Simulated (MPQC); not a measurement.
**SnSe (SMILES [Se][Sn]): levels of theory compared**

Wanted: a comparison of 6 runs (HF/STO-3G, HF/3-21G, B3LYP/STO-3G, BP86/STO-3G, MP2/STO-3G, MP2/3-21G) of SnSe. 

The results are computed with MPQC 2.3.1.

2 further runs of the same task are left out: 1 that didn't finish, 1 set aside as unsound or not needed.

## Step 1: The molecule

The species is SnSe (2 atoms), meant as a singlet with charge 0. As SMILES, `[Se][Sn]`. The shape comes from GFN2-xTB, which is rough for such elements, and wasn't checked as a minimum.

Bond lengths: Se1–Sn2 2.338 Å.

## Step 2: Energy and gradient at HF/STO-3G (run 1)

job.in reads:

```
molecule<Molecule>: (
  symmetry = c1
  unit = bohr
  { atoms geometry } = {
    Se [ 0.00000000 0.00000000 0.00000000 ]
    Sn [ 0.00000000 0.00000000 4.41882219 ]
  }
)
basis<GaussianBasisSet>: (
  name = "STO-3G"
  molecule = $:molecule
  basisdir = "."
  puream = yes
)
mpqc: (
  checkpoint = no
  savestate = no
  restart = no
  do_energy = yes
  do_gradient = yes
  optimize = no
  mole<CLHF>: (
    molecule = $:molecule
    basis = $:basis
    total_charge = 0
    memory = 1000000000
    print_evals = yes
    maxiter = 120
    value_accuracy = 1e-08
  )
)
```

The basis set STO-3G is read from a file made from the Basis Set Exchange's data (not shown).

On the command line:

```sh
mpqc job.in > job.out
```

Standard output:

```text
MPQC: Massively Parallel Quantum Chemistry
[...]
  CLSCF::init: total charge = 0
[...]
  nbasis = 45
[...]
  iter     1 energy = -8335.5606378219 delta = 4.92420e-01
[...]
  LUMO is    43   A =   0.157523
  total scf energy = -8336.8690973761
[...]
Value of the MolecularEnergy: -8336.8690973761
  Gradient of the MolecularEnergy:
      1   -0.0000000000
      2    0.0000000000
      3   -0.0566464801
      4    0.0000000000
      5   -0.0000000000
      6    0.0566464801
  Function Parameters:
    value_accuracy    = 3.157982e-09 (1.000000e-08) (computed)
    gradient_accuracy = 3.157982e-07 (1.000000e-06) (computed)
    hessian_accuracy  = 0.000000e+00 (1.000000e-04)
[...]
      symmetry = c1
[...]
```

Run time: 1.9 s. Hardware: 1 thread of Intel Xeon Platinum 8488C (Sapphire Rapids), shared host.

## Step 3: Energy and gradient at HF/3-21G (run 2)

run.in reads:

```
molecule<Molecule>: (
   symmetry = c1
   unit = angstrom
   { atoms geometry } = {
      Se [ 0.000000       0.000000       0.000000 ]
      Sn [ 0.000000       0.000000       2.338340 ]
   }
)
basis<GaussianBasisSet>: (
   name = "3-21G"
   molecule = $:molecule
   basisdir = "."
   puream = yes
)
mpqc: (
   checkpoint = no
   savestate = no
   restart = no
   do_energy = yes
   do_gradient = yes
   optimize = no
   mole<CLHF>: (
      molecule = $:molecule
      basis = $:basis
      total_charge = 0
      memory = 1000000000
      print_evals = yes
      maxiter = 120
      value_accuracy = 1e-08
   )
)
```

The basis set 3-21G is read from a file made from the Basis Set Exchange's data (not shown).

On the command line:

```sh
mpqc run.in > run.out
```

Standard output:

```text
MPQC: Massively Parallel Quantum Chemistry
[...]
  CLSCF::init: total charge = 0
[...]
  nbasis = 53
[...]
  iter     1 energy = -8376.0671489991 delta = 3.93251e-01
[...]
  LUMO is    43   A =  -0.000843
  total scf energy = -8384.7999599887
[...]
Value of the MolecularEnergy: -8384.7999599887
  Gradient of the MolecularEnergy:
      1   -0.0000000000
      2   -0.0000000000
      3    0.0200302779
      4    0.0000000000
      5    0.0000000000
      6   -0.0200302779
  Function Parameters:
    value_accuracy    = 2.965585e-09 (1.000000e-08) (computed)
    gradient_accuracy = 2.965585e-07 (1.000000e-06) (computed)
    hessian_accuracy  = 0.000000e+00 (1.000000e-04)
[...]
      symmetry = c1
[...]
```

Run time: 3.3 s. Hardware: 1 thread of Intel Xeon Platinum 8488C (Sapphire Rapids), shared host.

Runs 3 to 4 aren't shown in full; the table further down has their settings and results.

## Step 4: The energy at MP2/STO-3G (run 5)

job.in reads:

```
% SeSn
molecule<Molecule>: (
  symmetry = c1
  unit = angstrom
  { atoms geometry } = {
    Se [ 0.000000 0.000000 0.000000 ]
    Sn [ 0.000000 0.000000 2.338340 ]
  }
)
basis<GaussianBasisSet>: (
  name = "STO-3G"
  molecule = $:molecule
  basisdir = "."
  puream = yes
)
mpqc: (
  checkpoint = no
  savestate = no
  restart = no
  do_energy = yes
  do_gradient = no
  optimize = no
  mole<MBPT2>: (
    molecule = $:molecule
    basis = $:basis
    memory = 1000000000
    method = mp
    nfzc = 27
    reference<CLHF>: (
      molecule = $:molecule
      basis = $:basis
      total_charge = 0
      memory = 1000000000
      print_evals = yes
      maxiter = 80
    )
  )
)
```

The basis set STO-3G is read from a file made from the Basis Set Exchange's data (not shown).

On the command line:

```sh
mpqc job.in > job.out
```

Standard output:

```text
MPQC: Massively Parallel Quantum Chemistry
[...]
  CLSCF::init: total charge = 0
[...]
  nbasis = 45
[...]
  iter     1 energy = -8335.5606380063 delta = 4.92420e-01
[...]
  LUMO is    43   A =   0.157523
  total scf energy = -8336.8690973944
[...]
  MP2 correlation energy [au]:         -0.068450233562
  MP2 energy [au]:                   -8336.937547627933
Value of the MolecularEnergy: -8336.9375476279
[...]
        symmetry = c1
[...]
```

It took 1.9 s on 1 thread of Intel Xeon Platinum 8488C (Sapphire Rapids), shared host.

## Step 5: Energy and forces at MP2/3-21G (run 6)

job.in: that of step 4 with these lines changed.

```diff
@@ -5,4 +5,4 @@
   { atoms geometry } = {
-    Se [ 0.000000 0.000000 0.000000 ]
-    Sn [ 0.000000 0.000000 2.338340 ]
+    Se [ 0.000000     0.000000     0.000000 ]
+    Sn [ 0.000000     0.000000     2.338340 ]
   }
@@ -10,3 +10,3 @@
 basis<GaussianBasisSet>: (
-  name = "STO-3G"
+  name = "3-21G"
   molecule = $:molecule
@@ -20,3 +20,3 @@
   do_energy = yes
-  do_gradient = no
+  do_gradient = yes
   optimize = no
@@ -34,3 +34,4 @@
       print_evals = yes
-      maxiter = 80
+      maxiter = 120
+      value_accuracy = 1e-08
     )
```

The basis set 3-21G is read from a file made from the Basis Set Exchange's data (not shown).

On the command line:

```sh
mpqc job.in > job.out
```

Standard output:

```text
MPQC: Massively Parallel Quantum Chemistry
[...]
  CLSCF::init: total charge = 0
[...]
  nbasis = 53
[...]
  iter     1 energy = -8376.0671489991 delta = 3.93251e-01
[...]
  LUMO is    43   A =  -0.000843
  total scf energy = -8384.7999599887
[...]
  MP2 correlation energy [au]:         -0.096164099694
  MP2 energy [au]:                   -8384.896124088422
[...]
Value of the MolecularEnergy: -8384.8961240884
  Gradient of the MolecularEnergy:
      1   -0.0000000000
      2    0.0000000000
      3    0.0403942436
      4    0.0000000000
      5   -0.0000000000
      6   -0.0403942436
[...]
        symmetry = c1
[...]
```

Run time: 7.8 s. Hardware: 1 thread of Intel Xeon Platinum 8488C (Sapphire Rapids), shared host; peak memory 0.14 GiB.

## Step 6: All runs side by side

```tsv
run	level	integration grid	task	energy (Eh)	HOMO energy (eV)	LUMO energy (eV)	HOMO–LUMO gap (eV)	wall time
1	HF/STO-3G	–	gradient	-8336.869097	-5.77	4.29	10.05	1.9 s
2	HF/3-21G	–	gradient	-8384.799960	-9.02	-0.02	9.00	3.3 s
3	B3LYP/STO-3G	xfine	gradient	-8340.199287	-3.73	0.87	4.61	11 s
4	BP86/STO-3G	xfine	gradient	-8340.824677	-3.07	0.18	3.25	9 s
5	MP2/STO-3G	–	energy	-8336.937548	-5.77	4.29	10.05	1.9 s
6	MP2/3-21G	–	gradient	-8384.896124	-9.02	-0.02	9.00	7.8 s
```

## Step 7: Results

```
                                           quantity           value
                                run 6: total energy  -8384.89612 Eh
         run 6: HOMO energy (Hartree–Fock orbitals)        -9.02 eV
         run 6: LUMO energy (Hartree–Fock orbitals)        -0.02 eV
       run 6: HOMO–LUMO gap (Hartree–Fock orbitals)         9.00 eV
run 6: correlation energy (27 core orbitals frozen)       -96.2 mEh
                    run 6: largest force on an atom      2.077 eV/Å
```

In words: Over runs 1, 2, 3, 4 the HOMO–LUMO gap runs from 3.25 eV (BP86/STO-3G) to 10.05 eV (HF/STO-3G). Exact exchange widens orbital gaps. Totals of different functionals can't be ranked against each other. In runs 1, 3, 4, 5 the basis is minimal, so the values are rough. In runs 1, 2, 3, 4, 5, 6 relativity is left out where basis or elements ask for it. All runs together took 34 s, the longest 11 s.
